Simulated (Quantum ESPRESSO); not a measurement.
The system is ScNb.

```xyz
2
Lattice="3.0656 0.0000 0.0000 -1.5328 2.6549 0.0000 0.0000 0.0000 5.0722" Properties=species:S:1:pos:R:3 pbc="T T T"
Nb    0.0000    1.7700    2.5361
Sc    0.0000    0.0000    0.0000
```

The cell comes from a database or a generator and needn't be the stable form of this composition.

- Program: Quantum ESPRESSO 7.5
- Task: single point
- Functional: PBE
- Potentials or basis: SSSP 1.3 efficiency PBE
- Cutoff: 816 eV
- Density cutoff: 5987 eV
- k mesh: 10 × 10 × 5
- Occupations: fermi-dirac, width 0.05 eV
- Spin: no spin polarisation

On this cell: pressure -0.1 GPa; largest force under 0.003 eV/Å; band gap on the k mesh none (metal or under the smearing width).

The same run follows on a disturbed copy (atoms moved at random, drawn with an rms of 0.05 Å):

```
Nb Sc
1.0
     3.06564    0.00000    0.00000
    -1.53282    2.65493    0.00000
     0.00000    0.00000    5.07219
Nb Sc
1 1
Direct
  0.33859 0.65920 0.50034
  0.99388 0.00724 0.00017
```

Task: What does the disturbed cell give?

Result: The energy (extrapolated to zero smearing) moves by +0.7 meV/atom; pressure -0.1 GPa; largest force 0.042 eV/Å; band gap on the k mesh none (metal or under the smearing width).

Forces on the atoms (eV/Å):
```
Nb  -0.034  0.024 -0.003
Sc   0.034 -0.024  0.003
```

Stress tensor (GPa, compression positive):
```
-0.21  0.33  0.00
 0.33  0.25  0.00
 0.00  0.00 -0.49
```
